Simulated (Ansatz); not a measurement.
# FGaH4: the cost of one run

Program: Ansatz 0.2.0, Gaussian basis. Level of theory: PBE0-D4, def2-SVP first, then def2-TZVP. These are calculated values, not measurements.

152 further runs of the same task are left out: 152 set aside as unsound or not needed.

### Step 1. The starting structure

The guess: 6 atoms, charge 0, spin multiplicity 1.

Atoms are counted from 1 here; the program's logs count them from 0.

Bond lengths: Ga1–F2 2.064 Å, Ga1–H3 1.543 Å, Ga1–H4 1.542 Å, Ga1–H5 1.854 Å, Ga1–H6 1.696 Å, F2–H5 1.096 Å. Angles: F2–Ga1–H3 106.8°, F2–Ga1–H4 106.9°, F2–Ga1–H5 31.9°, F2–Ga1–H6 75.5°, H3–Ga1–H4 125.3°, H3–Ga1–H5 115.7°, H3–Ga1–H6 114.6°, H4–Ga1–H5 115.8°, H4–Ga1–H6 114.7°, H5–Ga1–H6 43.6°, Ga1–F2–H5 63.4°, Ga1–H5–F2 84.7°.

Coordinates:

```xyz
6
charge 0, multiplicity 1
Ga   -0.3571   -0.1918   -0.4233
F     0.4055   -0.1590    1.4948
H     0.0565   -1.5418   -1.0450
H    -1.7994    0.3477   -0.3407
H     0.8488    0.5417    0.7783
H     0.8458    1.0034   -0.4641
```

Distances that are to change: Ga1–H6 1.70 Å, F2–H5 1.10 Å, Ga1–F2 2.06 Å, H5–H6 1.33 Å.

### Step 2. Relaxing the guess with the reacting distances held

hold/in.yaml

```yaml
crystal:
  periodic: [false, false, false]
  atoms:
    - {symbol: Ga, position_ang: [-0.357100, -0.191800, -0.423300]}
    - {symbol: F, position_ang: [0.405500, -0.159000, 1.494800]}
    - {symbol: H, position_ang: [0.056500, -1.541800, -1.045000]}
    - {symbol: H, position_ang: [-1.799400, 0.347700, -0.340700]}
    - {symbol: H, position_ang: [0.848800, 0.541700, 0.778300]}
    - {symbol: H, position_ang: [0.845800, 1.003400, -0.464100]}
basis:
  gaussian: {orbitals: def2-SVP}
hamiltonian: {xc: pbe0, dispersion: d4}
relax: {f_tol: 0.04, max_steps: 150, escape_saddle: false, constraints: [{distance: [0, 5]}, {distance: [1, 4]}, {distance: [0, 1]}, {distance: [4, 5]}]}
```

Started as:

```
> ansatz run in.yaml --threads 2 --pin off --events-out ev --progress --plain --max-ram 4352MiB
```

**Question.** How long does this run take on 2 threads of Arm Neoverse V1, shared host?

About 4.4 s.
